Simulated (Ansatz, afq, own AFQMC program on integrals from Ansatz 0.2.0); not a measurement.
# BCl3 (singlet): quantum Monte Carlo beside coupled cluster at scale of all distances = 1.000, cc-pVDZ

How near does AFQMC come to the top of the ladder for BCl3 (singlet)?

Computed with Ansatz 0.2.0, Gaussian basis, and an in-house AFQMC program (afq) on its integrals; all values are calculated. Level: cc-pVDZ, frozen cores.

Plan: PBE (unrestricted); CCSD(T) on RHF; r2SCAN (unrestricted); PBE0 (unrestricted); B3LYP (unrestricted); CCSDT(Q) on RHF; wB97M-V (unrestricted); B2PLYP (unrestricted); Phaseless AFQMC, CISD trial on RHF; UHF.

6 further runs of the same task are left out: 6 that didn't finish.

### 1 The system

The geometry derives from a PBE0/def2-TZVP stationary point (not a proven minimum). All distances are scaled together.

4 atoms, charge 0, spin multiplicity 1.

Atoms are counted from 1 here; the program's logs count them from 0.

Bond lengths: B1–Cl2 1.737 Å, B1–Cl3 1.737 Å, B1–Cl4 1.737 Å. Angles: Cl2–B1–Cl3 120.0°, Cl2–B1–Cl4 120.0°, Cl3–B1–Cl4 120.0°.

### 2 PBE (unrestricted)

in.yaml

```yaml
crystal:
  periodic: [false, false, false]
  atoms:
    - {symbol: B, position_ang: [0.000000, 0.000000, 0.000000]}
    - {symbol: Cl, position_ang: [1.737304, 0.013098, -0.000100]}
    - {symbol: Cl, position_ang: [-0.879995, 1.497998, -0.002600]}
    - {symbol: Cl, position_ang: [-0.857309, -1.511096, 0.002700]}
basis:
  gaussian: {orbitals: cc-pVDZ}
magnetization: {spin_polarized: true, initial_magnetization: 0}
hamiltonian: {xc: {name: PBE}}
output: {orbitals: {seedname: orbitals}}
```

Run with:

```
> ansatz run in.yaml --threads 1 --pin off --events-out ev --progress --plain --max-ram 5632MiB --backend cpu
```

What it wrote:

```text
Functional definition: PBE
  name "PBE"
  cite "Perdew, Burke & Ernzerhof, Phys. Rev. Lett. 77, 3865 (1996) doi:10.1103/PhysRevLett.77.3865"
  parent pbe
  parameter kappa = 0.804
  parameter beta = 0.06672455060314922
  exchange = pbe_x(kappa = kappa, mu = beta*pi^2/3)
  correlation = pbe_c(beta = beta)
715 factors; integrals over basis functions are off by at most 7.6e-4 eV
mean field evaluation 1: about -38230.8730 eV, gradient 1.1e1 eV
mean field evaluation 2: about -38230.3554 eV, gradient 1.5e1 eV
mean field evaluation 4: about -38231.5640 eV, gradient 1.5e-1 eV
mean field evaluation 8: about -38231.5635 eV, gradient 1.0e-3 eV
mean field -38231.56348644 eV, -1404.9840438420 hartree, gradient 4.8e-5 eV, S^2 0.000000; 0 other end points of the search recorded, 0 dependent functions left out
reference -38231.56351216 eV, -1404.9840447875 hartree; 28, 28 occupied and 40, 40 virtual orbitals, 715 factors
Total energy: -38231.56351216 eV, -1404.9840447875 hartree
```

It took 1.6 s on 1 thread of AMD EPYC 7R13 (Zen 3), shared host; peak memory 0.73 GiB.

From the report: ⟨S²⟩ of the determinant 0.000 (pure singlet: 0.00).

### 3 CCSD(T) on RHF

in.yaml, as its differences from that of step 2:

```diff
@@ -9,4 +9,3 @@
   gaussian: {orbitals: cc-pVDZ}
-magnetization: {spin_polarized: true, initial_magnetization: 0}
-hamiltonian: {xc: {name: PBE}}
-output: {orbitals: {seedname: orbitals}}
+magnetization: {spin_polarized: false}
+correlation: {method: ccsd_t, electrons: outside_noble_gas, hamiltonian_folder: ham}
```

Run with:

```
> ansatz run in.yaml --threads 1 --pin off --events-out ev --progress --plain --max-ram 16896MiB --backend cuda --devices 0, --max-vram 18GiB
```

What it wrote, shortened:

```text
Functional definition: HF
  name "HF"
  cite "Fock, Z. Phys. 61, 126 (1930) doi:10.1007/BF01340294"
  parent pbe
[...]
715 factors; integrals over basis functions are off by at most 7.6e-4 eV
[...]
mean field -38186.40799063 eV, -1403.3246099788 hartree, gradient 6.1e-6 eV, S^2 0.000000; 0 other end points of the search recorded, 0 dependent functions left out
16 core orbitals not correlated: weight in the atoms' cores, before any rotation towards them, 1.000 or more for the frozen orbitals, at most 0.000 for the correlated occupied ones
reference -38186.40799063 eV, -1403.3246099788 hartree; 12, 12 occupied and 40, 40 virtual orbitals, 715 factors
second order -13.20861185 eV of doubles, -0.00000000 eV of singles
cycle   1  -13.82091922 eV  change   -6.1e-1 eV  update   7.9e-2
[...]
cycle   8  -14.12838376 eV  change   -2.0e-5 eV  update   9.8e-6
perturbative correction -0.37195832 eV, -0.0136692162 hartree
Total energy: -38200.90833272 eV, -1403.8574877217 hartree
```

It took 4.6 s on 1 × NVIDIA H100 80GB HBM3 with 1 thread of AMD EPYC 7R13 (Zen 3), shared host; peak host memory 0.8 GiB.

From the report: correlation -14.5003 eV; T1 0.012; largest double amplitude 0.03.

This run also writes the integrals to the folder ham.

### 4 r2SCAN (unrestricted)

in.yaml, as its differences from that of step 3:

```diff
@@ -9,3 +9,3 @@
   gaussian: {orbitals: cc-pVDZ}
-magnetization: {spin_polarized: false}
-correlation: {method: ccsd_t, electrons: outside_noble_gas, hamiltonian_folder: ham}
+magnetization: {spin_polarized: true, initial_magnetization: 0}
+hamiltonian: {xc: {name: r2SCAN}}
```

Run with:

```
> ansatz run in.yaml --threads 1 --pin off --events-out ev --progress --plain --max-ram 5632MiB --backend cpu
```

What it wrote:

```text
Functional definition: r2SCAN
  name "r2SCAN"
  cite "Furness, Kaplan, Ning, Perdew & Sun, J. Phys. Chem. Lett. 11, 8208 (2020) doi:10.1021/acs.jpclett.0c02405"
  cite "Furness, Kaplan, Ning, Perdew & Sun, J. Phys. Chem. Lett. 11, 9248 (2020) doi:10.1021/acs.jpclett.0c03077"
  parent r2scan
  parameter k0 = 0.174
  parameter k1 = 0.065
  parameter a1 = 4.9479
  exchange = r2scan_x(k0 = k0, k1 = k1, a1 = a1)
  correlation = r2scan_c
715 factors; integrals over basis functions are off by at most 7.6e-4 eV
mean field evaluation 1: about -38244.7731 eV, gradient 8.7e0 eV
mean field evaluation 2: about -38244.6882 eV, gradient 9.7e0 eV
mean field evaluation 4: about -38245.1998 eV, gradient 1.7e-1 eV
mean field evaluation 8: about -38245.1943 eV, gradient 2.3e-3 eV
mean field -38245.19430743 eV, -1405.4849672744 hartree, gradient 7.1e-5 eV, S^2 0.000000; 0 other end points of the search recorded, 0 dependent functions left out
reference -38245.19431411 eV, -1405.4849675196 hartree; 28, 28 occupied and 40, 40 virtual orbitals, 715 factors
Total energy: -38245.19431411 eV, -1405.4849675196 hartree
```

It took 3.5 s on 1 thread of AMD EPYC 7R13 (Zen 3), shared host; peak memory 0.73 GiB.

From the report: ⟨S²⟩ of the determinant 0.000 (pure singlet: 0.00).

### 5 PBE0 (unrestricted)

in.yaml, as its differences from that of step 4:

```diff
@@ -10,2 +10,3 @@
 magnetization: {spin_polarized: true, initial_magnetization: 0}
-hamiltonian: {xc: {name: r2SCAN}}
+hamiltonian: {xc: {name: PBE0}}
+output: {orbitals: {seedname: orbitals}}
```

Launched as before.

What it wrote:

```text
Functional definition: PBE0
  name "PBE0"
  cite "Adamo & Barone, J. Chem. Phys. 110, 6158 (1999) doi:10.1063/1.478522"
  cite "Perdew, Burke & Ernzerhof, Phys. Rev. Lett. 77, 3865 (1996) doi:10.1103/PhysRevLett.77.3865"
  parent pbe
  parameter a = 0.25
  parameter kappa = 0.804
  parameter beta = 0.06672455060314922
  exchange = (1 - a)*pbe_x(kappa = kappa, mu = beta*pi^2/3) + a*exact_x
  correlation = pbe_c(beta = beta)
715 factors; integrals over basis functions are off by at most 7.6e-4 eV
mean field evaluation 1: about -38234.4465 eV, gradient 6.9e0 eV
mean field evaluation 2: about -38234.6107 eV, gradient 4.6e0 eV
mean field evaluation 4: about -38234.7091 eV, gradient 4.3e-1 eV
mean field evaluation 8: about -38234.8441 eV, gradient 8.2e-3 eV
mean field -38234.84408116 eV, -1405.1046034745 hartree, gradient 5.9e-5 eV, S^2 0.000000; 0 other end points of the search recorded, 0 dependent functions left out
reference -38234.84410041 eV, -1405.1046041819 hartree; 28, 28 occupied and 40, 40 virtual orbitals, 715 factors
Total energy: -38234.84410041 eV, -1405.1046041819 hartree
```

Wall time 2.3 s (1 thread of AMD EPYC 7R13 (Zen 3), shared host); peak memory 0.73 GiB.

From the report: ⟨S²⟩ of the determinant 0.000 (pure singlet: 0.00).

### 6 B3LYP (unrestricted)

in.yaml, as its differences from that of step 5:

```diff
@@ -10,3 +10,2 @@
 magnetization: {spin_polarized: true, initial_magnetization: 0}
-hamiltonian: {xc: {name: PBE0}}
-output: {orbitals: {seedname: orbitals}}
+hamiltonian: {xc: {name: B3LYP}}
```

The command is unchanged.

What it wrote, shortened:

```text
Functional definition: B3LYP
  name "B3LYP"
  cite "Stephens, Devlin, Chabalowski & Frisch, J. Phys. Chem. 98, 11623 (1994) doi:10.1021/j100096a001"
  cite "Becke, Phys. Rev. A 38, 3098 (1988) doi:10.1103/PhysRevA.38.3098"
  cite "Lee, Yang & Parr, Phys. Rev. B 37, 785 (1988) doi:10.1103/PhysRevB.37.785"
  cite "Vosko, Wilk & Nusair, Can. J. Phys. 58, 1200 (1980) doi:10.1139/p80-159"
[...]
715 factors; integrals over basis functions are off by at most 7.6e-4 eV
[...]
mean field -38249.12712930 eV, -1405.6294958121 hartree, gradient 7.3e-5 eV, S^2 0.000000; 0 other end points of the search recorded, 0 dependent functions left out
reference -38249.12733687 eV, -1405.6295034403 hartree; 28, 28 occupied and 40, 40 virtual orbitals, 715 factors
Total energy: -38249.12733687 eV, -1405.6295034403 hartree
```

It took 2.3 s on 1 thread of AMD EPYC 7R13 (Zen 3), shared host; peak memory 0.73 GiB.

From the report: ⟨S²⟩ of the determinant 0.000 (pure singlet: 0.00).

### 7 CCSDT(Q) on RHF

in.yaml, as its differences from that of step 6:

```diff
@@ -9,3 +9,3 @@
   gaussian: {orbitals: cc-pVDZ}
-magnetization: {spin_polarized: true, initial_magnetization: 0}
-hamiltonian: {xc: {name: B3LYP}}
+magnetization: {spin_polarized: false}
+correlation: {method: ccsdt_q, electrons: outside_noble_gas}
```

Run with:

```
> ansatz run in.yaml --threads 1 --pin off --events-out ev --progress --plain --max-ram 16896MiB --backend cuda --devices 0, --max-vram 18GiB
```

What it wrote, shortened:

```text
Functional definition: HF
  name "HF"
  cite "Fock, Z. Phys. 61, 126 (1930) doi:10.1007/BF01340294"
  parent pbe
[...]
1331 factors; integrals over basis functions are off by at most 1.3e-7 eV
[...]
mean field -38186.40817789 eV, -1403.3246168604 hartree, gradient 6.1e-6 eV, S^2 0.000000; 0 other end points of the search recorded, 0 dependent functions left out
16 core orbitals not correlated: weight in the atoms' cores, before any rotation towards them, 1.000 or more for the frozen orbitals, at most 0.000 for the correlated occupied ones
reference -38186.40817789 eV, -1403.3246168604 hartree; 12, 12 occupied and 40, 40 virtual orbitals, 1331 factors
second order -13.20864974 eV of doubles, -0.00000000 eV of singles
cycle   1  -13.82094945 eV  change   -6.1e-1 eV  update   9.6e-2
[...]
cycle  13  -14.52055976 eV  change   -7.3e-8 eV  update   3.6e-7
perturbative correction -0.02897429 eV, -0.0010647857 hartree
Total energy: -38200.95771195 eV, -1403.8593023750 hartree
```

Run time: 8.5 s. Hardware: 1 × NVIDIA H100 80GB HBM3 with 1 thread of AMD EPYC 7R13 (Zen 3), shared host; peak host memory 0.82 GiB.

From the report: correlation -14.5495 eV; T1 0.012; largest double amplitude 0.04.

### 8 wB97M-V (unrestricted)

in.yaml, as its differences from that of step 7:

```diff
@@ -9,3 +9,4 @@
   gaussian: {orbitals: cc-pVDZ}
-magnetization: {spin_polarized: false}
-correlation: {method: ccsdt_q, electrons: outside_noble_gas}
+magnetization: {spin_polarized: true, initial_magnetization: 0}
+hamiltonian: {xc: {name: wB97M-V}}
+output: {orbitals: {seedname: orbitals}}
```

Run with:

```
> ansatz run in.yaml --threads 1 --pin off --events-out ev --progress --plain --max-ram 5632MiB --backend cpu
```

What it wrote, shortened:

```text
Functional definition: wB97M-V
  name "wB97M-V"
  cite "Mardirossian & Head-Gordon, J. Chem. Phys. 144, 214110 (2016) doi:10.1063/1.4952647"
  cite "Becke, J. Chem. Phys. 107, 8554 (1997) doi:10.1063/1.475007"
  cite "Vydrov & Van Voorhis, J. Chem. Phys. 133, 244103 (2010) doi:10.1063/1.3521275"
  # Of w^i u^j: cxij and so on, Table III.
[...]
  gx(w, u) = 1 - cx + cx01*u + cx10*w
  gss(w, u) = css00 + css04*u^4 + css10*w + css20*w^2 + css43*w^4*u^3
  gos(w, u) = cos00 + cos10*w + (cos20 + cos21*u)*w^2 + (cos60 + cos61*u)*w^6
[...]
      + integral(e_c_pw_mod_opposite_spin*gos(b97_w_opposite, b97_u_opposite)) + vv10(b, c)
715 factors; integrals over basis functions are off by at most 7.6e-4 eV
165 factors; integrals over basis functions are off by at most 1.2e-5 eV
[...]
mean field -38246.09898505 eV, -1405.5182135635 hartree, gradient 1.7e-5 eV, S^2 0.000000; 0 other end points of the search recorded, 0 dependent functions left out
reference -38246.09901320 eV, -1405.5182145979 hartree; 28, 28 occupied and 40, 40 virtual orbitals, 715 factors
Total energy: -38246.09901320 eV, -1405.5182145979 hartree
```

Wall time 7.5 s (1 thread of AMD EPYC 7R13 (Zen 3), shared host); peak memory 0.73 GiB.

From the report: ⟨S²⟩ of the determinant 0.000 (pure singlet: 0.00).

### 9 B2PLYP (unrestricted)

in.yaml, as its differences from that of step 8:

```diff
@@ -10,3 +10,3 @@
 magnetization: {spin_polarized: true, initial_magnetization: 0}
-hamiltonian: {xc: {name: wB97M-V}}
-output: {orbitals: {seedname: orbitals}}
+hamiltonian: {xc: {name: B2PLYP}}
+correlation: {electrons: outside_noble_gas}
```

Launched as before.

What it wrote, shortened:

```text
Functional definition: B2PLYP
  name "B2PLYP"
  cite "Grimme, J. Chem. Phys. 124, 034108 (2006) doi:10.1063/1.2148954"
  cite "Becke, Phys. Rev. A 38, 3098 (1988) doi:10.1103/PhysRevA.38.3098"
  cite "Lee, Yang & Parr, Phys. Rev. B 37, 785 (1988) doi:10.1103/PhysRevB.37.785"
[...]
715 factors; integrals over basis functions are off by at most 7.6e-4 eV
[...]
mean field -38230.97896126 eV, -1404.9625629379 hartree, gradient 3.6e-6 eV, S^2 0.000000; 0 other end points of the search recorded, 0 dependent functions left out
16 core orbitals not correlated: weight in the atoms' cores, before any rotation towards them, 1.000 or more for the frozen orbitals, at most 0.000 for the correlated occupied ones
reference -38230.97909327 eV, -1404.9625677892 hartree; 12, 12 occupied and 40, 40 virtual orbitals, 715 factors
second order -16.21422780 eV of doubles, -0.00000000 eV of singles
Total energy: -38235.35693477 eV, -1405.1234504971 hartree
```

It took 2.9 s on 1 thread of AMD EPYC 7R13 (Zen 3), shared host; peak memory 1.5 GiB.

From the report: ⟨S²⟩ of the determinant 0.000 (pure singlet: 0.00).

### 10 Phaseless AFQMC, CISD trial on RHF

It reads the integrals that the CCSD(T) run on this determinant wrote.

Run with:

```
> afq ham --method phaseless --trial cisd --walkers 4000 --populations 20 --least-time 60 --time-step 0.005 --steps-per-block 50 --equilibration-blocks 28 --max-blocks 4000 --target-error 0.0003 --factor-cut 1e-05 --seed 3504 --release-times 0.21,0.42,0.63,0.9 --release-step 0.03 --release-every 5 --taylor-order 6
```

What it wrote:

```text
orbitals 52  electrons 12 12  factors 409 of 715
reference energy -1403.32460998 Eh
CCSD correlation -0.51920813 Eh in 9 cycles, weight of the determinant in the CISD state 0.8182
energy of the start -1403.843816 Eh
 block  time / (1/Eh)  mean weight  energy / Eh
     1     0.250  0.9993  -1403.824893
     2     0.500  0.9998  -1403.832825
     3     0.750  0.9997  -1403.842030
     4     1.000  1.0002  -1403.846903
     5     1.250  1.0002  -1403.851724
     6     1.500  0.9997  -1403.853728
     7     1.750  1.0004  -1403.857983
     8     2.000  0.9999  -1403.857625
     9     2.250  0.9997  -1403.858049
    10     2.500  1.0003  -1403.857131
    11     2.750  0.9998  -1403.857539
    13     3.250  1.0001  -1403.858586
    15     3.750  1.0001  -1403.858224
    17     4.250  0.9997  -1403.858742
    19     4.750  1.0001  -1403.858570
    21     5.250  1.0001  -1403.858289
    23     5.750  1.0002  -1403.858190
    25     6.250  1.0000  -1403.858482
    27     6.750  1.0003  -1403.858915
    29     7.250  1.0002  -1403.860759
    31     7.750  1.0003  -1403.860205
    33     8.250  0.9999  -1403.859373
    35     8.750  1.0003  -1403.859385
    37     9.250  1.0003  -1403.859021
    39     9.750  1.0003  -1403.858908
    41    10.250  0.9999  -1403.859274
    43    10.750  1.0000  -1403.858699
    45    11.250  0.9997  -1403.857903
    47    11.750  0.9998  -1403.858622
    49    12.250  0.9997  -1403.859132
    51    12.750  0.9996  -1403.860001
    53    13.250  0.9997  -1403.859985
    55    13.750  0.9998  -1403.859998
    57    14.250  0.9996  -1403.860292
    59    14.750  1.0004  -1403.859022
    61    15.250  1.0003  -1403.859543
    63    15.750  1.0002  -1403.858585
    65    16.250  0.9996  -1403.859259
    67    16.750  1.0004  -1403.860457
    69    17.250  1.0001  -1403.860270
    71    17.750  1.0002  -1403.859261
    73    18.250  1.0002  -1403.859704
    75    18.750  0.9999  -1403.859224
    77    19.250  1.0000  -1403.858646
    79    19.750  1.0003  -1403.857680
    81    20.250  1.0002  -1403.858513
    83    20.750  0.9998  -1403.860600
    85    21.250  1.0000  -1403.857949
    87    21.750  1.0002  -1403.859133
error from the spread of 20 populations
released: time / (1/Eh)  energy / Eh  error  mean overlap
  0.21  -1403.859829  0.000281  0.9960
  0.42  -1403.859879  0.000303  0.9962
  0.63  -1403.859667  0.000208  0.9937
  0.90  -1403.859673  0.000248  0.9941
energy -1403.859229 +/- 0.000290 Eh
```

It took 74 s on 1 × NVIDIA H100 80GB HBM3 with 2 threads of AMD EPYC 7R13 (Zen 3), shared host; peak host memory 1.5 GiB.

Energy -38200.9557 ± 0.0079 eV. Caveats: constraint bias not in the error.

### 11 UHF

in.yaml, as its differences from that of step 9:

```diff
@@ -10,3 +10,3 @@
 magnetization: {spin_polarized: true, initial_magnetization: 0}
-hamiltonian: {xc: {name: B2PLYP}}
-correlation: {electrons: outside_noble_gas}
+hamiltonian: {xc: hf}
+output: {orbitals: {seedname: orbitals}}
```

Run with:

```
> ansatz run in.yaml --threads 1 --pin off --events-out ev --progress --plain --max-ram 16896MiB --backend cuda --devices 0, --max-vram 18GiB
```

What it wrote:

```text
Functional definition: HF
  name "HF"
  cite "Fock, Z. Phys. 61, 126 (1930) doi:10.1007/BF01340294"
  parent pbe
  exchange = exact_x
  correlation = 0
715 factors; integrals over basis functions are off by at most 7.6e-4 eV
mean field evaluation 1: about -38184.9721 eV, gradient 1.4e1 eV
mean field evaluation 2: about -38185.0470 eV, gradient 1.4e1 eV
mean field evaluation 4: about -38186.3835 eV, gradient 1.4e0 eV
mean field evaluation 8: about -38186.4080 eV, gradient 1.0e-3 eV
mean field -38186.40799063 eV, -1403.3246099788 hartree, gradient 1.6e-5 eV, S^2 0.000000; 0 other end points of the search recorded, 0 dependent functions left out
reference -38186.40799063 eV, -1403.3246099788 hartree; 28, 28 occupied and 40, 40 virtual orbitals, 715 factors
Total energy: -38186.40799063 eV, -1403.3246099788 hartree
```

It took 1.9 s on 1 × NVIDIA H100 80GB HBM3 with 1 thread of AMD EPYC 7R13 (Zen 3), shared host; peak host memory 1.6 GiB.

From the report: ⟨S²⟩ of the determinant 0.000 (pure singlet: 0.00).

### 12 All levels side by side

On the RHF determinant, counted from CCSDT(Q) (a yardstick, not exact):

```tsv
level	energy (eV)	from CCSDT(Q) (kJ/mol)	statistical error (kJ/mol)	time
HF	-38186.4080	+1403.8		
MP2	-38199.6166	+129.4		
CCSD	-38200.5364	+40.7		
CCSD(T)	-38200.9083	+4.8		
CCSDT(Q)	-38200.9577	0.0		
Phaseless AFQMC, CISD trial, step 0.005, 4000 walkers	-38200.9557	+0.2	0.8	74 s
```

The functionals' totals stand on their own zeros and serve differences with other points: PBE -38231.564 eV; r2SCAN -38245.194 eV; PBE0 -38234.844 eV; B3LYP -38249.127 eV; wB97M-V -38246.099 eV; B2PLYP -38235.357 eV.

### 13 Summary of results

| quantity | value |
| --- | --- |
| CCSD(T) on RHF from CCSDT(Q) | +4.8 kJ/mol |
| Phaseless AFQMC, CISD trial on RHF from CCSDT(Q) | +0.2 ± 0.8 kJ/mol |

On RHF the phaseless walk with the CISD trial lies +0.2 kJ/mol from CCSDT(Q), within three error bars. Error bars are statistical and leave out the constraint, the time step and what remains of the start.
